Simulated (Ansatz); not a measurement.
What does this script print? It uses the Python package of Ansatz (0.2.0).

The script, `cas_clgeh.py`:
```python
import ansatz as az


def main() -> None:
    geometry_ang = [
        ("Cl", (1.2732, -1.056, 0.5736)),
        ("Ge", (-0.5981, -0.2781, -0.3546)),
        ("H", (-0.686, 1.2694, -0.2323)),
    ]
    geometry = az.Crystal.molecule()
    for symbol, xyz in geometry_ang:
        geometry = geometry.atom(symbol, xyz)

    job = geometry.calculation()
    job = job.basis(gaussian="def2-SVP")
    job = job.correlation(active_electrons=2, active_orbitals=2)
    for method in [None, "sc_nevpt2", "fic_mrcisd_q"]:
        data = (job if method is None else job.correlation(method)).run(threads=1).report
        space = data["configurations"]
        state = space["states"][0]
        print(method or "casscf", f"total {data['free_energy_ev'] / 27.211386246:.6f} Ha, active-space state {state['energy']['hartree']:.6f} Ha, mean field {data['reference_energy_ev'] / 27.211386246:.6f} Ha")
        print("  determinants", state["n_determinants"], " natural occupations", [round(n, 3) for n in space["natural_occupations"]])


if __name__ == "__main__":
    main()
```

```console
$ python cas_clgeh.py
casscf total -2535.062404 Ha, active-space state -2535.062404 Ha, mean field -2535.044460 Ha
  determinants 4  natural occupations [1.93, 0.07]
sc_nevpt2 total -2535.385779 Ha, active-space state -2535.062121 Ha, mean field -2535.044460 Ha
  determinants 2  natural occupations [1.93, 0.07]
fic_mrcisd_q total -2535.405429 Ha, active-space state -2535.062121 Ha, mean field -2535.044460 Ha
  determinants 2  natural occupations [1.93, 0.07]
```

Total energies depend on the basis set; only differences at equal settings carry meaning. The geometry is a force-field or estimated start, not a minimum of this method, and the basis set is short of its limit. The active space starts as a window about the frontier orbitals and is then optimised, not chosen by chemistry. Wall time of the script: 5 s on 1 thread of Arm Neoverse V2, with other jobs on the host, peak memory 0.18 GiB.
